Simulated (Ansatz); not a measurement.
**BiTe under changes of volume**

One of the cells (33.855 Å³/atom); the others are scaled copies at fixed shape and fractional positions:

```
Bi Te
1.0
     0.00000    3.23500    3.23500
     3.23500    0.00000    3.23500
     3.23500    3.23500    0.00000
Bi Te
1 1
Cartesian
  0.0000 0.0000 0.0000
  3.2350 3.2350 3.2350
```

- Program: Ansatz 0.2.0
- Functional: PBE0
- Potentials or basis: Ansatz PAW
- Cutoff: 420 eV (not typed: the program's choice for these potentials)
- k mesh: 4 × 4 × 4
- Occupations: fermi-dirac, width 0.05 eV
- Spin: no spin polarisation

```tsv
volume (Å³/atom)	energy over the lowest point (meV/atom)	pressure (GPa)
31.824	6.71	2.1
32.501	0.70	0.8
33.178	0.00	-0.4
33.855	4.02	-1.5
34.532	12.19	-2.4
35.209	24.09	-3.2
35.886	?	?
```

What does the run at 35.886 Å³/atom give?

Energy over the lowest point 39.23 meV/atom; pressure -4.0 GPa.

Worked out: A Birch-Murnaghan fit of order 3 (a polynomial in V^(-2/3)) to the other rows has its minimum at 32.93 Å³/atom with B0 = V·E''(V) = 57 GPa and B' = 4.8. It gives 39.26 meV/atom at 35.886 Å³/atom, against the run's 39.23, and -dE/dV = -3.9 GPa, against -4.0.

Energies are extrapolated to zero smearing.

Caveats: all runs use coarse meshes; the PAW data sets come from PBE, with cores solved anew for the run's functional, which leaves a small shift of forces and pressure; the thresholds are loose for stress.
